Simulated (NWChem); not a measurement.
# One shape, several levels: C3H9NSi (SMILES CC(C)[Si]N)

Aim: a comparison of 3 runs (HF/STO-3G, HF/3-21G, B3LYP/6-31G*) of C3H9NSi. 

Program for the calculation: NWChem 7.3.0.

**1. The system as given**

C3H9NSi: 14 atoms, total charge 0, spin state singlet. As SMILES, `CC(C)[Si]N`. Geometry: relaxed at PBE0-D4/def2-TZVP. This is one conformer, not always the lowest.

Bond lengths: C1–C2 1.520 Å, C2–C3 1.531 Å, C2–Si4 1.926 Å, Si4–N5 1.707 Å, C1–H6 1.096 Å, C1–H7 1.094 Å, C1–H8 1.096 Å, C2–H9 1.102 Å, C3–H10 1.095 Å, C3–H11 1.094 Å, C3–H12 1.095 Å, N5–H13 1.010 Å, N5–H14 1.008 Å. Some angles: C1–C2–C3 111.4°, C1–C2–Si4 118.5°, C3–C2–Si4 107.7°, C2–Si4–N5 100.8°, C1–C2–H9 108.5°, C3–C2–H9 107.0°, Si4–C2–H9 102.9°, C2–C1–H6 111.4°, C2–C1–H7 112.2°, C2–C1–H8 111.3°.

**2. Energy and gradient at HF/STO-3G (run 1)**

File a.nw:

```
start a
title "C3H9NSi"
memory stack 880 mb heap 220 mb global 1100 mb
charge 0

geometry noautosym nocenter noautoz
  C       -1.053600      -0.235400       0.669600
  C        0.332400       0.358700       0.482600
  C        1.425400      -0.644200       0.862600
  Si       0.790300       1.103800      -1.233200
  N       -0.631600       0.767700      -2.116300
  H       -1.202300      -0.588900       1.695800
  H       -1.846200       0.489400       0.462000
  H       -1.207500      -1.100400       0.015100
  H        0.436700       1.220800       1.160800
  H        1.379400      -1.537100       0.230200
  H        2.428100      -0.220400       0.753000
  H        1.316800      -0.976500       1.900200
  H       -1.459000       0.304700      -1.768200
  H       -0.722000       1.028800      -3.085500
end

basis "ao basis" spherical bse
  * library STO-3G
end

scf
  thresh 1e-08
  maxiter 80
  print low
end

task scf gradient
```

Command:

```
$ nwchem a.nw > a.out
```

Output:

```text
[...]
  functions       =    38
[...]
  wavefunction    = RHF
[...]
         Total SCF energy =   -456.793374658507
      One-electron energy =  -1079.796253248852
      Two-electron energy =    397.503604756390
 Nuclear repulsion energy =    225.499273833955
        Time for solution =      3.5s
[...]
                         RHF ENERGY GRADIENTS
    atom               coordinates                        gradient
                 x          y          z           x          y          z
   1 C      -1.991015  -0.444841   1.265361    0.020749   0.013902  -0.007371
   2 C       0.628145   0.677845   0.911982   -0.009711  -0.030333   0.011840
   3 C       2.693615  -1.217361   1.630078   -0.010348   0.016184  -0.008274
   4 Si      1.493450   2.085880  -2.330410    0.009933   0.001297   0.010821
   5 N      -1.193551   1.450743  -3.999227   -0.024167  -0.002810  -0.024201
   6 H      -2.272018  -1.112860   3.204597   -0.000916  -0.002542   0.005714
   7 H      -3.488812   0.924832   0.873053   -0.005379   0.003840  -0.000764
   8 H      -2.281844  -2.079454   0.028535   -0.000340  -0.006354  -0.004109
   9 H       0.825243   2.306977   2.193594    0.003001   0.010761   0.002195
  10 H       2.606688  -2.904698   0.435015   -0.000253  -0.005164  -0.004107
  11 H       4.588444  -0.416496   1.422964    0.006602   0.001012  -0.000897
[...]
```

Run time: 5.1 s. Hardware: 1 thread of AMD EPYC 9R14 (Zen 4), shared host; peak memory 0.097 GiB.

**3. Energy and forces at HF/3-21G (run 2)**

File run.py:

```python
from ase import Atoms
from ase.calculators.nwchem import NWChem

atoms = Atoms(['C', 'C', 'C', 'Si', 'N', 'H', 'H', 'H', 'H', 'H', 'H', 'H', 'H', 'H'], positions=[
    [-1.053600, -0.235400, 0.669600],
    [0.332400, 0.358700, 0.482600],
    [1.425400, -0.644200, 0.862600],
    [0.790300, 1.103800, -1.233200],
    [-0.631600, 0.767700, -2.116300],
    [-1.202300, -0.588900, 1.695800],
    [-1.846200, 0.489400, 0.462000],
    [-1.207500, -1.100400, 0.015100],
    [0.436700, 1.220800, 1.160800],
    [1.379400, -1.537100, 0.230200],
    [2.428100, -0.220400, 0.753000],
    [1.316800, -0.976500, 1.900200],
    [-1.459000, 0.304700, -1.768200],
    [-0.722000, 1.028800, -3.085500],
])

calc = NWChem(
    label='mol',
    theory='scf',
    memory='2200 mb',
    basis='3-21G',
    basispar='spherical bse',
    scf={'nopen': '0', 'rhf': None, 'thresh': '1e-08', 'maxiter': '80'},
)
atoms.calc = calc

forces = atoms.get_forces()
print(f"energy = {atoms.get_potential_energy():.6f} eV")
print("forces (eV/A):")
for s, f in zip(atoms.symbols, forces):
    print(f"{s:2s} {f[0]:10.5f} {f[1]:10.5f} {f[2]:10.5f}")
print("dipole (e A):", atoms.get_dipole_moment().round(4))
```

Command:

```
$ export ASE_NWCHEM_COMMAND="nwchem PREFIX.nwi > PREFIX.nwo"
$ python run.py
```

Output:

```text
energy = -12510.510148 eV
forces (eV/A):
C    -0.77318   -0.45159    0.16625
C     0.13282    0.73081    0.53376
C     0.60729   -0.68921    0.33543
Si    0.64792    0.35702   -0.23927
N    -0.95846   -0.19561   -0.63959
H     0.09030    0.12922   -0.25644
H     0.23438   -0.17206    0.04427
H     0.06381    0.25053    0.15134
H    -0.06268   -0.30678   -0.07616
H    -0.01795    0.21546    0.15144
H    -0.28174   -0.07754    0.05168
H     0.01136    0.10480   -0.28503
H     0.30210    0.17859   -0.17391
H     0.00406   -0.07364    0.23623
dipole (e A): [-0.4144 -0.1542 -0.0433]
```

The calculator wrote mol.nwi:

```
title "mol"

permanent_dir mol

scratch_dir mol

start mol

geometry units angstrom nocenter noautosym noautoz
  C  -1.0536000000000001e+00 -2.3540000000000000e-01 6.6959999999999997e-01
  C  3.3239999999999997e-01 3.5870000000000002e-01 4.8259999999999997e-01
  C  1.4254000000000000e+00 -6.4419999999999999e-01 8.6260000000000003e-01
  Si 7.9030000000000000e-01 1.1037999999999999e+00 -1.2332000000000001e+00
  N  -6.3160000000000005e-01 7.6770000000000005e-01 -2.1162999999999998e+00
  H  -1.2022999999999999e+00 -5.8889999999999998e-01 1.6958000000000000e+00
  H  -1.8462000000000001e+00 4.8940000000000000e-01 4.6200000000000002e-01
  H  -1.2075000000000000e+00 -1.1004000000000000e+00 1.5100000000000001e-02
  H  4.3669999999999998e-01 1.2208000000000001e+00 1.1608000000000001e+00
  H  1.3794000000000000e+00 -1.5370999999999999e+00 2.3019999999999999e-01
  H  2.4281000000000001e+00 -2.2040000000000001e-01 7.5300000000000000e-01
  H  1.3168000000000000e+00 -9.7650000000000003e-01 1.9001999999999999e+00
  H  -1.4590000000000001e+00 3.0470000000000003e-01 -1.7682000000000000e+00
  H  -7.2199999999999998e-01 1.0287999999999999e+00 -3.0855000000000001e+00
end

memory 2200 mb

basis spherical bse noprint
   * library 3-21G
end

scf
  nopen 0
  rhf
  thresh 1e-08
  maxiter 80
end

task scf gradient
```

mol.nwo:

```text
Northwest Computational Chemistry Package (NWChem) 7.3.0
             --------------------------------------------------------

           Job information
           ---------------

    nwchem branch   = 7.3.0
    use scalapack   = T
    input           = mol.nwi
    prefix          = mol.
    data base       = mol/mol.db
    status          = startup
    nproc           =        1

           Memory information
           ------------------

[... 5 lines left out ...]
    hardfail = no
[... 145 lines left out ...]
         Quadratically convergent ROHF
[... 14 lines left out ...]
       Final RHF  results
[... 4 lines left out ...]
      Two-electron energy =    394.324991487093
[... 43 lines left out ...]
                       ROHF Final Molecular Orbital Analysis
[... 277 lines left out ...]
                 ----------------------------------------
                 |  Time  |  1-e(secs)   |  2-e(secs)   |
                 ----------------------------------------
                 |  CPU   |       0.01   |       0.64   |
                 ----------------------------------------
                 |  WALL  |       0.01   |       0.64   |
                 ----------------------------------------

 Task  times  cpu:        4.8s     wall:        4.8s
 Total times  cpu:        4.9s     wall:        4.9s
```

It took 6 s on 1 thread of AMD EPYC 9R14 (Zen 4), shared host; peak memory 0.097 GiB.

**4. Energy and gradient at B3LYP/6-31G(d) (Cartesian functions) (run 3)**

File work.xyz:

```xyz
14

C     -1.053600    -0.235400     0.669600
C      0.332400     0.358700     0.482600
C      1.425400    -0.644200     0.862600
Si     0.790300     1.103800    -1.233200
N     -0.631600     0.767700    -2.116300
H     -1.202300    -0.588900     1.695800
H     -1.846200     0.489400     0.462000
H     -1.207500    -1.100400     0.015100
H      0.436700     1.220800     1.160800
H      1.379400    -1.537100     0.230200
H      2.428100    -0.220400     0.753000
H      1.316800    -0.976500     1.900200
H     -1.459000     0.304700    -1.768200
H     -0.722000     1.028800    -3.085500
```

File run.py:

```python
from ase.io import read
from ase.calculators.nwchem import NWChem

mol = read('work.xyz')

calc = NWChem(
    label='work',
    theory='dft',
    memory='2200 mb',
    basis='6-31G*',
    dft={'xc': 'b3lyp', 'mult': '1', 'grid': 'fine', 'convergence': 'energy 1e-08', 'iterations': '100', 'mulliken': None},
)
mol.calc = calc

forces = mol.get_forces()
print(f"energy = {mol.get_potential_energy():.6f} eV")
print("forces (eV/A):")
for s, f in zip(mol.symbols, forces):
    print(f"{s:2s} {f[0]:10.5f} {f[1]:10.5f} {f[2]:10.5f}")
print("dipole (e A):", mol.get_dipole_moment().round(4))
```

Command:

```
$ export ASE_NWCHEM_COMMAND="nwchem PREFIX.nwi > PREFIX.nwo"
$ python run.py
```

Output:

```text
energy = -12625.405722 eV
forces (eV/A):
C    -0.19330   -0.09091    0.06999
C     0.05682    0.19196    0.04124
C     0.14254   -0.12398    0.08248
Si    0.50846    0.27526   -0.08078
N    -0.18939   -0.04376   -0.10233
H    -0.04397   -0.04700    0.11308
H    -0.10007    0.06906   -0.01897
H    -0.03888   -0.08850   -0.06063
H    -0.00350    0.05302    0.09277
H     0.01188   -0.10963   -0.04669
H     0.11097    0.02540    0.01080
H     0.01172   -0.05950    0.11755
H    -0.23196   -0.11102    0.04052
H    -0.04139    0.05970   -0.25912
dipole (e A): [-0.4226 -0.1546 -0.0412]
```

The calculator wrote work.nwi:

```
title "work"

permanent_dir work

scratch_dir work

start work

geometry units angstrom nocenter noautosym noautoz
  C  -1.0536000000000001e+00 -2.3540000000000000e-01 6.6959999999999997e-01
  C  3.3239999999999997e-01 3.5870000000000002e-01 4.8259999999999997e-01
  C  1.4254000000000000e+00 -6.4419999999999999e-01 8.6260000000000003e-01
  Si 7.9030000000000000e-01 1.1037999999999999e+00 -1.2332000000000001e+00
  N  -6.3160000000000005e-01 7.6770000000000005e-01 -2.1162999999999998e+00
  H  -1.2022999999999999e+00 -5.8889999999999998e-01 1.6958000000000000e+00
  H  -1.8462000000000001e+00 4.8940000000000000e-01 4.6200000000000002e-01
  H  -1.2075000000000000e+00 -1.1004000000000000e+00 1.5100000000000001e-02
  H  4.3669999999999998e-01 1.2208000000000001e+00 1.1608000000000001e+00
  H  1.3794000000000000e+00 -1.5370999999999999e+00 2.3019999999999999e-01
  H  2.4281000000000001e+00 -2.2040000000000001e-01 7.5300000000000000e-01
  H  1.3168000000000000e+00 -9.7650000000000003e-01 1.9001999999999999e+00
  H  -1.4590000000000001e+00 3.0470000000000003e-01 -1.7682000000000000e+00
  H  -7.2199999999999998e-01 1.0287999999999999e+00 -3.0855000000000001e+00
end

memory 2200 mb

basis noprint
   * library 6-31G*
end

dft
  xc b3lyp
  mult 1
  grid fine
  convergence energy 1e-08
  iterations 100
  mulliken
end

task dft gradient
```

work.nwo:

```text
Northwest Computational Chemistry Package (NWChem) 7.3.0
             --------------------------------------------------------

           Job information
           ---------------

    nwchem branch   = 7.3.0
    use scalapack   = T
    input           = work.nwi
    prefix          = work.
    data base       = work/work.db
    status          = startup
    nproc           =        1

           Memory information
           ------------------

[... 5 lines left out ...]
    hardfail = no
[... 116 lines left out ...]
  convergence criterion.
[... 43 lines left out ...]
          Spatial weights used:  Erf1
[... 32 lines left out ...]
 1-e energy   =   -1077.972495
[... 41 lines left out ...]
           Coulomb energy =      441.369754405426
[... 747 lines left out ...]
          Convergence on density requested:  1.00D-05
[... 29 lines left out ...]
          total energy or number of iterations.
[... 36 lines left out ...]
                 ----------------------------------------
                 |  Time  |  1-e(secs)   |  2-e(secs)   |
                 ----------------------------------------
                 |  CPU   |       0.01   |       3.58   |
                 ----------------------------------------
                 |  WALL  |       0.01   |       3.58   |
                 ----------------------------------------

 Task  times  cpu:       24.9s     wall:       24.9s
 Total times  cpu:       24.9s     wall:       24.9s
```

It took 26 s on 1 thread of AMD EPYC 9R14 (Zen 4), shared host; peak memory 0.13 GiB.

**5. Overview of the runs**

```csv
run,level,Cartesian functions,iteration cap,energy (Eh),largest force (eV/Å),wall time
1,HF/STO-3G,no,80,-456.793375,1.765,5.1 s
2,HF/3-21G,no,80,-459.752772,1.169,6 s
3,B3LYP/6-31G* (Cartesian functions),yes,100,-463.975106,0.584,26 s
```

**6. Summary of results**

| quantity | value |
| --- | --- |
| run 3: total energy | -463.97511 Eh |
| run 3: dipole moment | 2.17 D |
| run 3: HOMO energy | -5.50 eV |
| run 3: LUMO energy | -0.99 eV |
| run 3: HOMO–LUMO gap | 4.51 eV |
| run 3: largest force on an atom | 0.584 eV/Å |

What this shows: In run 1 the basis is minimal, so the values are rough. All runs together took 37 s, the longest 26 s.
